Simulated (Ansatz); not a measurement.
# CuPdS2 (NaFeO2 type): one cell, many starting occupations (series 2)

DFT+U has many self-consistent solutions. How far apart do the states of CuPdS2 (NaFeO2 type) lie when only the starting occupations change? Cell and atoms stay fixed. The start comes from a prototype table, not from a measured structure.

Computed with Ansatz 0.2.0 (DFT PBE+U (U_eff = 4 eV on Cu d, Pd d), plane waves, PAW, unless a step's input says otherwise).

**1. The system as given**

The structure is trigonal, space group R-3m (No. 166). The conventional cell has a = 3.636 Å, b = 3.636 Å, c = 19.801 Å, α = 90.00°, β = 90.00°, γ = 120.00°. Cu (site symmetry -3m) has 6 S at 2.89 Å as nearest neighbours. Around Pd (site symmetry -3m) lie 6 S at 2.48 Å. S (site symmetry 3m) has 3 Pd at 2.48 Å and 3 Cu at 2.89 Å as nearest neighbours.

Structure file:

```
Cu Pd S
1.0
     1.81807    1.04967    6.60030
    -1.81807    1.04967    6.60030
     0.00000   -2.09933    6.60030
Cu Pd S
1 1 2
Direct
  0.50000 0.50000 0.50000
  0.00000 0.00000 0.00000
  0.26670 0.26670 0.26670
  0.73330 0.73330 0.73330
```

Magnetic order typed: ferromagnetic.

The runs: random orbitals: single harmonics, second filling; random orbitals: fully mixed, first filling; random orbitals: single harmonics, first filling; random orbitals: fully mixed, one electron more; random orbitals: drawn by pairs, second filling.

An earlier series on this cell reached its lowest free state from «natural orbitals of the symmetric run, filled by rank», perhaps among other starts (it ended without moments).

**2. Random orbitals: single harmonics, second filling**

input.yaml reads:

```yaml
crystal:
  lattice:
    - [1.81807353, 1.04966524, 6.60030067]
    - [-1.81807353, 1.04966524, 6.60030067]
    - [0.0, -2.09933048, 6.60030067]
  atoms:
    - { symbol: Cu, position: [0.5, 0.5, 0.5], spin: 1.0 }
    - { symbol: Pd, position: [0.0, 0.0, 0.0], spin: 0.3 }
    - { symbol: S, position: [0.2667, 0.2667, 0.2667] }
    - { symbol: S, position: [0.7333, 0.7333, 0.7333] }
basis:
  ecutwfc: 420
  ecutrho_ratio: 4
kpoints:
  mp_grid: { grid: [6, 6, 6] }
hamiltonian:
  xc: pbe
  hubbard:
    sites:
      - { site: 0, l: d, u_eff: 4.0, starting_ns: [{ spin: up, occupation_matrix: s0up }, { spin: down, occupation_matrix: s0down }] }
      - { site: 1, l: d, u_eff: 4.0, starting_ns: [{ spin: up, occupation_matrix: s1up }, { spin: down, occupation_matrix: s1down }] }
    occupation_matrices:
      s0up:
        matrix:
          - [0.97, 0.0, 0.0, 0.0, 0.0]
          - [0.0, 0.97, 0.0, 0.0, 0.0]
          - [0.0, 0.0, 0.97, 0.0, 0.0]
          - [0.0, 0.0, 0.0, 0.97, 0.0]
          - [0.0, 0.0, 0.0, 0.0, 0.97]
      s0down:
        matrix:
          - [0.97, 0.0, 0.0, 0.0, 0.0]
          - [0.0, 0.97, 0.0, 0.0, 0.0]
          - [0.0, 0.0, 0.97, 0.0, 0.0]
          - [0.0, 0.0, 0.0, 0.02, 0.0]
          - [0.0, 0.0, 0.0, 0.0, 0.97]
      s1up:
        matrix:
          - [0.02, 0.0, 0.0, 0.0, 0.0]
          - [0.0, 0.97, 0.0, 0.0, 0.0]
          - [0.0, 0.0, 0.97, 0.0, 0.0]
          - [0.0, 0.0, 0.0, 0.97, 0.0]
          - [0.0, 0.0, 0.0, 0.0, 0.97]
      s1down:
        matrix:
          - [0.97, 0.0, 0.0, 0.0, 0.0]
          - [0.0, 0.97, 0.0, 0.0, 0.0]
          - [0.0, 0.0, 0.97, 0.0, 0.0]
          - [0.0, 0.0, 0.0, 0.97, 0.0]
          - [0.0, 0.0, 0.0, 0.0, 0.02]
    ns_hold: { iters: 5 }
scf:
  occupations: { method: gaussian, width: 0.05 }
  lower_state_search: "off"
  max_iter: 150
output:
  forces: true
  stress: true
  eigenvalues: true
  populations: true
  hubbard: { sites: [{ site: 0, l: d }, { site: 1, l: d }] }
magnetization:
  spin_polarized: true
```

The typed matrices put 0.97 on the chosen orbitals and 0.02 on the others, and are held for 5 cycles.

Run with:

```sh
$ ansatz run input.yaml --threads 2 --pin off --max-ram 3072MiB --backend cpu --events-out ev --progress --plain --runs-dir out
```

The program printed, shortened:

```text
Warning: crystal.symmetry: narrowed to the stabiliser of the occupation matrices — unitary ops 12 → 4; lowered by the specified shells (site 0, l: d), (site 1, l: d); largest admitted image defect 4.4e-16, smallest excluded 7.1e-1 — at a splitting's scale: the group the occupation [...]
Warning: RAYON_NUM_THREADS=2 ignored (pool sized by the plan → 2); use --threads N
[...]
Cu: projections on atomic orbitals take those of the free atom [Ne] 3s2 3p6 3d10 4s1, of charge +0.00 (hamiltonian.pseudopotentials.projection_atoms); the dataset's partial waves leave at most 2.0e-6 of an orbital's norm unspanned inside its sphere
Pd: projections on atomic orbitals take those of the free atom [Ar 3d10] 4s2 4p6 4d10, of charge +0.00 (hamiltonian.pseudopotentials.projection_atoms); the dataset's partial waves leave at most 1.0e-5 of an orbital's norm unspanned inside its sphere
S: projections on atomic orbitals take those of the free atom [Ne] 3s2 3p4, of charge +0.00 (hamiltonian.pseudopotentials.projection_atoms); the dataset's partial waves leave at most 1.6e-7 of an orbital's norm unspanned inside its sphere
[...]
Pseudopotentials: kind: paw
Pseudopotential: Cu, paw, valence charge 19, recommended cutoff 420 eV (normal), Cu.paw.azcp
Pseudopotential: Pd, paw, valence charge 18, recommended cutoff 420 eV (normal), Pd.paw.azcp
Pseudopotential: S, paw, valence charge 6, recommended cutoff 420 eV (normal), S.paw.azcp
Functional definition: PBE
[...]
Crystal: 4 atoms, lattice volume = 75.575 Å³
Basis set: ecut = 420 eV, 1457 PW (Γ), FFT grids on a1−a3, a2−a3, a3, exchange–correlation on 50×50×96 points (8 copies of the dense FFT grid, shifted against one another)
Bands: 31, of which v1, the nominal top of the filled ones, is band 25 counted from 1 (24 counted from 0)
Symmetry: 4 space group operations
k-points: 68 of 216
[...]
WARN: the starting moments were not kept: the SCF closed with an absolute magnetisation of 2.5e-6 μB, where they sum to 1.3 μB in size (2 sites). That is at most 0.1 of that sum. Measured as dr2_m measures the in/out step, that magnetisation stands 3.4e-12 eV from none, at or under the [...]
WARN: hamiltonian.hubbard: on 3 of 4 specified blocks the occupation matrix of this SCF's result fails the test of the specified filling. At site 0 ↓ (sites count from 0 in the list of atoms of the cell that this SCF solves) the least filled combination of the orbitals specified full has [...]
  atom   2  Pd     0.00000000     0.00000000     0.00000000
  atom   3  S      0.00000000     0.00000005    -0.61522833
  atom   4  S      0.00000000    -0.00000005     0.61522833
[...]
--- Stress (GPa, compression-positive) ---
       -6.059194       0.000000       0.000000
        0.000000      -6.059194       0.000000
        0.000000       0.000000      -9.096886
  P = ⅓ Tr σ = -7.0718 GPa (-70.718 kbar)
--- Band table (eV; the first three rows and the last of 136) ---
[...]
Occupation matrices written to <dir>
--- Löwdin populations: 4 sites ---
  site symbol       q [e]    m [muB]
     0     Cu     18.5760     0.0000
     1     Pd     17.0385    -0.0000
     2      S      6.5561     0.0000
     3      S      6.5561     0.0000
  spilling = 0.005578 (of n_electrons = 49.000000)
--- Occupation matrices: 2 shells (run DFT+U table (all-electron-ortho-atomic); ε = 1.18e-4) ---
  Cu0 d_3D: site group D3d (-3m)
  Cu0 d_3D up     Tr n = 4.9496  λ = 0.979 0.979 0.995 0.998 0.998  [2× yz 0.41 Eg(1.00) | z2 1.00 A1g(1.00) | 2× x2-y2 0.41 Eg(1.00)]
  Cu0 d_3D dn     Tr n = 4.9496  λ = 0.979 0.979 0.995 0.998 0.998  [2× xz 0.41 Eg(1.00) | z2 1.00 A1g(1.00) | 2× xy 0.41 Eg(1.00)]
  specified occupation → Cu0 d_3D up: matrix, ‖Δ‖_F = 0.0486, Tr Δ = -0.0996, displaced = 0.0498, d_λ = 0.0486; orbital distance = 0.0000
  specified occupation → Cu0 d_3D dn: matrix, ‖Δ‖_F = 0.9754, Tr Δ = -1.0496, displaced = 0.5248, d_λ = 0.9605; orbital distance = 1.1499
  Pd1 d_4D: site group D3d (-3m)
  Pd1 d_4D up     Tr n = 4.5170  λ = 0.776 0.776 0.988 0.989 0.989  [2× yz 0.32 (Eg 1.00) Eg(1.00) | z2 1.00 (T2g 1.00) A1g(1.00) | 2× x2-y2 0.32 (T2g 1.00) Eg(1.00)]
  Pd1 d_4D dn     Tr n = 4.5170  λ = 0.776 0.776 0.988 0.989 0.989  [2× xz 0.32 (Eg 1.00) Eg(1.00) | z2 1.00 (T2g 1.00) A1g(1.00) | 2× xy 0.32 (T2g 1.00) Eg(1.00)]
  specified occupation → Pd1 d_4D up: matrix, ‖Δ‖_F = 1.0070, Tr Δ = -0.6170, displaced = 0.6974, d_λ = 0.7808; orbital distance = 1.2247
  specified occupation → Pd1 d_4D dn: matrix, ‖Δ‖_F = 0.9339, Tr Δ = -0.6170, displaced = 0.6325, d_λ = 0.7808; orbital distance = 1.0715
  Tr n, λ and their labels are of the run-group-symmetrised matrices; stabiliser: 24 of 24 elements of G0×{1,Θ} (closed), max defect 2.2e-6 at τ = 2.5e-5
```

It took 49 s on 2 threads of Arm Neoverse N1, shared host; peak memory 0.61 GiB.

Result: no gap, pressure -7.1 GPa, no moment over 0.05 μB in any sphere, largest force component 0.62 eV/Å, 4 symmetry operations imposed. The program reports that the typed filling wasn't kept.

How the shells are filled (orbitals counted by the eigenvalues of the occupation matrices):

| shell | channel | electrons | over 0.8 | 0.2 to 0.8 | under 0.2 |
| --- | --- | --- | --- | --- | --- |
| Cu 3d (atom 1) | up | 4.95 | 5 | 0 | 0 |
| Cu 3d (atom 1) | down | 4.95 | 5 | 0 | 0 |
| Pd 4d (atom 2) | up | 4.52 | 3 | 2 | 0 |
| Pd 4d (atom 2) | down | 4.52 | 3 | 2 | 0 |

**3. Random orbitals: fully mixed, first filling**

Edit input.yaml of step 2 so:

```diff
@@ -7,3 +7,3 @@
     - { symbol: Cu, position: [0.5, 0.5, 0.5], spin: 1.0 }
-    - { symbol: Pd, position: [0.0, 0.0, 0.0], spin: 0.3 }
+    - { symbol: Pd, position: [0.0, 0.0, 0.0], spin: 2.0 }
     - { symbol: S, position: [0.2667, 0.2667, 0.2667] }
@@ -31,10 +31,10 @@
         matrix:
-          - [0.97, 0.0, 0.0, 0.0, 0.0]
-          - [0.0, 0.97, 0.0, 0.0, 0.0]
-          - [0.0, 0.0, 0.97, 0.0, 0.0]
-          - [0.0, 0.0, 0.0, 0.02, 0.0]
-          - [0.0, 0.0, 0.0, 0.0, 0.97]
+          - [0.93947, 0.07632, 0.1238, -0.07971, 0.02374]
+          - [0.07632, 0.77921, -0.30951, 0.19927, -0.05936]
+          - [0.1238, -0.30951, 0.46791, 0.32326, -0.09629]
+          - [-0.07971, 0.19927, 0.32326, 0.76187, 0.062]
+          - [0.02374, -0.05936, -0.09629, 0.062, 0.95153]
       s1up:
         matrix:
-          - [0.02, 0.0, 0.0, 0.0, 0.0]
+          - [0.97, 0.0, 0.0, 0.0, 0.0]
           - [0.0, 0.97, 0.0, 0.0, 0.0]
@@ -45,8 +45,8 @@
         matrix:
-          - [0.97, 0.0, 0.0, 0.0, 0.0]
-          - [0.0, 0.97, 0.0, 0.0, 0.0]
-          - [0.0, 0.0, 0.97, 0.0, 0.0]
-          - [0.0, 0.0, 0.0, 0.97, 0.0]
-          - [0.0, 0.0, 0.0, 0.0, 0.02]
-    ns_hold: { iters: 5 }
+          - [0.33728, -0.13013, 0.02294, -0.19146, -0.38292]
+          - [-0.13013, 0.87835, -0.08046, -0.23249, 0.03475]
+          - [0.02294, -0.08046, 0.85734, -0.24657, 0.16289]
+          - [-0.19146, -0.23249, -0.24657, 0.33733, 0.22194]
+          - [-0.38292, 0.03475, 0.16289, 0.22194, 0.5397]
+    ns_hold: { iters: 12 }
 scf:
```

The typed matrices put 0.97 on the chosen orbitals and 0.02 on the others, and are held for 12 cycles.

Run with:

```sh
$ ansatz run input.yaml --threads 2 --pin off --max-ram 3072MiB --backend cpu --events-out ev --progress --plain --runs-dir out
```

The program printed, shortened:

```text
Warning: crystal.symmetry: narrowed to the stabiliser of the occupation matrices — unitary ops 12 → 2; lowered by the specified shells (site 0, l: d), (site 1, l: d); largest admitted image defect 4.4e-16, smallest excluded 5.3e-1 — at a splitting's scale: the group the occupation [...]
Warning: RAYON_NUM_THREADS=2 ignored (pool sized by the plan → 2); use --threads N
[...]
Cu: projections on atomic orbitals take those of the free atom [Ne] 3s2 3p6 3d10 4s1, of charge +0.00 (hamiltonian.pseudopotentials.projection_atoms); the dataset's partial waves leave at most 2.0e-6 of an orbital's norm unspanned inside its sphere
Pd: projections on atomic orbitals take those of the free atom [Ar 3d10] 4s2 4p6 4d10, of charge +0.00 (hamiltonian.pseudopotentials.projection_atoms); the dataset's partial waves leave at most 1.0e-5 of an orbital's norm unspanned inside its sphere
S: projections on atomic orbitals take those of the free atom [Ne] 3s2 3p4, of charge +0.00 (hamiltonian.pseudopotentials.projection_atoms); the dataset's partial waves leave at most 1.6e-7 of an orbital's norm unspanned inside its sphere
[...]
[... 2 set-up lines as earlier in the session ...]
[...]
WARN: the starting moments were not kept: the SCF closed with an absolute magnetisation of 2.7e-5 μB, where they sum to 3 μB in size (2 sites). That is at most 0.1 of that sum. Measured as dr2_m measures the in/out step, that magnetisation stands 1.9e-10 eV from none, at or under the [...]
WARN: hamiltonian.hubbard: on 2 of 4 specified blocks the occupation matrix of this SCF's result fails the test of the specified filling. At site 0 ↓ (sites count from 0 in the list of atoms of the cell that this SCF solves) the least filled combination of the orbitals specified full has [...]
     0     Cu     18.5760     0.0000
     1     Pd     17.0385     0.0000
     2      S      6.5561     0.0000
     3      S      6.5561     0.0000
  spilling = 0.005578 (of n_electrons = 49.000000)
--- Occupation matrices: 2 shells (run DFT+U table (all-electron-ortho-atomic); ε = 4.35e-4) ---
  Cu0 d_3D: site group D3d (-3m)
  Cu0 d_3D up     Tr n = 4.9496  λ = 0.979 0.979 0.995 0.998 0.998  [2× xz 0.41 Eg(1.00) | z2 1.00 A1g(1.00) | 2× xy 0.41 Eg(1.00)]
  Cu0 d_3D dn     Tr n = 4.9496  λ = 0.979 0.979 0.995 0.998 0.998  [2× xz 0.41 Eg(1.00) | z2 1.00 A1g(1.00) | 2× xy 0.41 Eg(1.00)]
  specified occupation → Cu0 d_3D up: matrix, ‖Δ‖_F = 0.0486, Tr Δ = -0.0996, displaced = 0.0498, d_λ = 0.0486; orbital distance = 0.0000
  specified occupation → Cu0 d_3D dn: matrix, ‖Δ‖_F = 0.9631, Tr Δ = -1.0496, displaced = 0.5248, d_λ = 0.9605; orbital distance = 0.8034
  Pd1 d_4D: site group D3d (-3m)
  Pd1 d_4D up     Tr n = 4.5170  λ = 0.776 0.776 0.988 0.989 0.989  [2× xz 0.32 (Eg 1.00) Eg(1.00) | 3× z2 0.33 (T2g 1.00) Eg(0.67)]
  Pd1 d_4D dn     Tr n = 4.5170  λ = 0.776 0.776 0.988 0.989 0.989  [2× yz 0.32 (Eg 1.00) Eg(1.00) | 3× z2 0.33 (T2g 1.00) Eg(0.67)]
  specified occupation → Pd1 d_4D up: matrix, ‖Δ‖_F = 0.2768, Tr Δ = +0.3330, displaced = 0.2223, d_λ = 0.2768; orbital distance = 0.0000
  specified occupation → Pd1 d_4D dn: matrix, ‖Δ‖_F = 1.3501, Tr Δ = -1.5670, displaced = 1.1144, d_λ = 1.0690; orbital distance = 1.8330
  Tr n, λ and their labels are of the run-group-symmetrised matrices; stabiliser: 24 of 24 elements of G0×{1,Θ} (closed), max defect 1.2e-5 at τ = 9.2e-5
```

It took 89 s on 2 threads of Arm Neoverse N1, shared host; peak memory 0.78 GiB.

Result: no gap, pressure -7.1 GPa, no moment over 0.05 μB in any sphere, largest force component 0.62 eV/Å, 2 symmetry operations imposed. The program reports that the typed filling wasn't kept.

How the shells are filled (orbitals counted by the eigenvalues of the occupation matrices):

| shell | channel | electrons | over 0.8 | 0.2 to 0.8 | under 0.2 |
| --- | --- | --- | --- | --- | --- |
| Cu 3d (atom 1) | up | 4.95 | 5 | 0 | 0 |
| Cu 3d (atom 1) | down | 4.95 | 5 | 0 | 0 |
| Pd 4d (atom 2) | up | 4.52 | 3 | 2 | 0 |
| Pd 4d (atom 2) | down | 4.52 | 3 | 2 | 0 |

**4. Random orbitals: single harmonics, first filling**

Edit input.yaml of step 3 so:

```diff
@@ -31,7 +31,7 @@
         matrix:
-          - [0.93947, 0.07632, 0.1238, -0.07971, 0.02374]
-          - [0.07632, 0.77921, -0.30951, 0.19927, -0.05936]
-          - [0.1238, -0.30951, 0.46791, 0.32326, -0.09629]
-          - [-0.07971, 0.19927, 0.32326, 0.76187, 0.062]
-          - [0.02374, -0.05936, -0.09629, 0.062, 0.95153]
+          - [0.97, 0.0, 0.0, 0.0, 0.0]
+          - [0.0, 0.97, 0.0, 0.0, 0.0]
+          - [0.0, 0.0, 0.97, 0.0, 0.0]
+          - [0.0, 0.0, 0.0, 0.97, 0.0]
+          - [0.0, 0.0, 0.0, 0.0, 0.02]
       s1up:
@@ -45,7 +45,7 @@
         matrix:
-          - [0.33728, -0.13013, 0.02294, -0.19146, -0.38292]
-          - [-0.13013, 0.87835, -0.08046, -0.23249, 0.03475]
-          - [0.02294, -0.08046, 0.85734, -0.24657, 0.16289]
-          - [-0.19146, -0.23249, -0.24657, 0.33733, 0.22194]
-          - [-0.38292, 0.03475, 0.16289, 0.22194, 0.5397]
+          - [0.97, 0.0, 0.0, 0.0, 0.0]
+          - [0.0, 0.02, 0.0, 0.0, 0.0]
+          - [0.0, 0.0, 0.02, 0.0, 0.0]
+          - [0.0, 0.0, 0.0, 0.97, 0.0]
+          - [0.0, 0.0, 0.0, 0.0, 0.97]
     ns_hold: { iters: 12 }
```

The typed matrices put 0.97 on the chosen orbitals and 0.02 on the others, and are held for 12 cycles.

Run with:

```sh
$ ansatz run input.yaml --threads 2 --pin off --max-ram 3072MiB --backend cpu --events-out ev --progress --plain --runs-dir out
```

The program printed, shortened:

```text
Warning: crystal.symmetry: narrowed to the stabiliser of the occupation matrices — unitary ops 12 → 4; lowered by the specified shell (site 0, l: d); largest admitted image defect 4.4e-16, smallest excluded 7.1e-1 — at a splitting's scale: the group the occupation matrices' own texture admits
Warning: RAYON_NUM_THREADS=2 ignored (pool sized by the plan → 2); use --threads N
[...]
Cu: projections on atomic orbitals take those of the free atom [Ne] 3s2 3p6 3d10 4s1, of charge +0.00 (hamiltonian.pseudopotentials.projection_atoms); the dataset's partial waves leave at most 2.0e-6 of an orbital's norm unspanned inside its sphere
Pd: projections on atomic orbitals take those of the free atom [Ar 3d10] 4s2 4p6 4d10, of charge +0.00 (hamiltonian.pseudopotentials.projection_atoms); the dataset's partial waves leave at most 1.0e-5 of an orbital's norm unspanned inside its sphere
S: projections on atomic orbitals take those of the free atom [Ne] 3s2 3p4, of charge +0.00 (hamiltonian.pseudopotentials.projection_atoms); the dataset's partial waves leave at most 1.6e-7 of an orbital's norm unspanned inside its sphere
[...]
[... 2 set-up lines as earlier in the session ...]
[...]
WARN: the starting moments were not kept: the SCF closed with an absolute magnetisation of 5.0e-6 μB, where they sum to 3 μB in size (2 sites). That is at most 0.1 of that sum. Measured as dr2_m measures the in/out step, that magnetisation stands 3.7e-12 eV from none, at or under the [...]
WARN: hamiltonian.hubbard: on 2 of 4 specified blocks the occupation matrix of this SCF's result fails the test of the specified filling. At site 0 ↓ (sites count from 0 in the list of atoms of the cell that this SCF solves) the least filled combination of the orbitals specified full has [...]
     0     Cu     18.5760    -0.0000
     1     Pd     17.0385     0.0000
     2      S      6.5561     0.0000
     3      S      6.5561     0.0000
  spilling = 0.005578 (of n_electrons = 49.000000)
--- Occupation matrices: 2 shells (run DFT+U table (all-electron-ortho-atomic); ε = 4.65e-4) ---
  Cu0 d_3D: site group D3d (-3m)
  Cu0 d_3D up     Tr n = 4.9496  λ = 0.979 0.979 0.995 0.998 0.998  [2× xz 0.41 Eg(1.00) | z2 1.00 A1g(1.00) | 2× x2-y2 0.41 Eg(1.00)]
  Cu0 d_3D dn     Tr n = 4.9496  λ = 0.979 0.979 0.995 0.998 0.998  [2× xz 0.41 Eg(1.00) | z2 1.00 A1g(1.00) | 2× x2-y2 0.41 Eg(1.00)]
  specified occupation → Cu0 d_3D up: matrix, ‖Δ‖_F = 0.0486, Tr Δ = -0.0996, displaced = 0.0498, d_λ = 0.0486; orbital distance = 0.0000
  specified occupation → Cu0 d_3D dn: matrix, ‖Δ‖_F = 0.9754, Tr Δ = -1.0496, displaced = 0.5248, d_λ = 0.9605; orbital distance = 1.1499
  Pd1 d_4D: site group D3d (-3m)
  Pd1 d_4D up     Tr n = 4.5170  λ = 0.776 0.776 0.988 0.989 0.989  [2× yz 0.32 (Eg 1.00) Eg(1.00) | 3× z2 0.33 (T2g 1.00) Eg(0.67)]
  Pd1 d_4D dn     Tr n = 4.5170  λ = 0.776 0.776 0.988 0.989 0.989  [2× xz 0.32 (Eg 1.00) Eg(1.00) | 3× z2 0.33 (T2g 1.00) Eg(0.67)]
  specified occupation → Pd1 d_4D up: matrix, ‖Δ‖_F = 0.2769, Tr Δ = +0.3330, displaced = 0.2224, d_λ = 0.2769; orbital distance = 0.0000
  specified occupation → Pd1 d_4D dn: matrix, ‖Δ‖_F = 1.1949, Tr Δ = -1.5670, displaced = 0.9191, d_λ = 1.0690; orbital distance = 1.1864
  Tr n, λ and their labels are of the run-group-symmetrised matrices; stabiliser: 24 of 24 elements of G0×{1,Θ} (closed), max defect 1.2e-6 at τ = 9.9e-5
```

It took 66 s on 2 threads of Arm Neoverse N1, shared host; peak memory 0.62 GiB.

End state: no gap, pressure -7.1 GPa, no moment over 0.05 μB in any sphere, largest force component 0.62 eV/Å, 4 symmetry operations imposed. The program reports that the typed filling wasn't kept.

How the shells are filled (orbitals counted by the eigenvalues of the occupation matrices):

| shell | channel | electrons | over 0.8 | 0.2 to 0.8 | under 0.2 |
| --- | --- | --- | --- | --- | --- |
| Cu 3d (atom 1) | up | 4.95 | 5 | 0 | 0 |
| Cu 3d (atom 1) | down | 4.95 | 5 | 0 | 0 |
| Pd 4d (atom 2) | up | 4.52 | 3 | 2 | 0 |
| Pd 4d (atom 2) | down | 4.52 | 3 | 2 | 0 |

(Part 1 of 2 ends here.)
